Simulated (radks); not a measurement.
**Ga⁺ in [Ar] 3d10 4s2: an all-electron calculation**

One table from this session's results is given with a row withheld; the runs are named, their logs left out.

The numbers are computed with radks (a radial shooting solver on a logarithmic mesh, Libxc functionals) version 1 (scalar-relativistic Kohn-Sham, BLYP, spin-polarised, spherical densities, finite nucleus), except any that are marked as measured or tabulated.

**The atom as given**

```
element            : gallium (Z = 31)
charge             : +1
electrons          : 30
configuration      : [Ar] 3d10 4s2
nuclear rms radius : 3.9973 fm
```

The outer shells:

Ga⁺
```
[Ar] core
3d [↑↓][↑↓][↑↓][↑↓][↑↓]
4s [↑↓]
```

Set-up of the first run:

The run's settings:

```text
Z 31
configuration [Ar] 3d10 4s2 4p0 5s0 4d0 4f0
relativity scalar-relativistic
functional b88,lyp
spin polarised
nucleus finite rms 3.9973 fm
c 137.035999084
```

The run is started by

```console
python run_ks.py task.json out
```

All runs below come from this command, one after another.

Among the steps run: Self-consistent calculation.

One of the session's tables, all rows but one given; the rest of the session is left out.

It belongs to the step «Orbitals and density». Radial moments (bohr):

| level | <r> | outermost maximum (interpolated) | 90 % within | nodes |
| --- | --- | --- | --- | --- |
| 1s | 0.04860 | 0.0318 | 0.0868 | 0 |
| 2s | 0.2178 | 0.182 | 0.337 | 1 |
| 2p | 0.1907 | 0.146 | 0.312 | 0 |
| 3s | 0.6519 | 0.564 | 0.977 | 2 |
| 3p | 0.6792 | 0.566 | 1.05 | 1 |
| 3d | 0.8084 | 0.532 | 1.40 | 0 |
| 4s | ? | ? | ? | ? |
| 4p | 2.869 | 2.32 | 4.41 | 2 |

**Question.** Estimate the row for 4s.

The run gave: <r>: 2.217; outermost maximum (interpolated): 1.84; 90 % within: 3.34; nodes: 3. In the column «<r>» it lies between 3d (0.8084) and 4p (2.869).
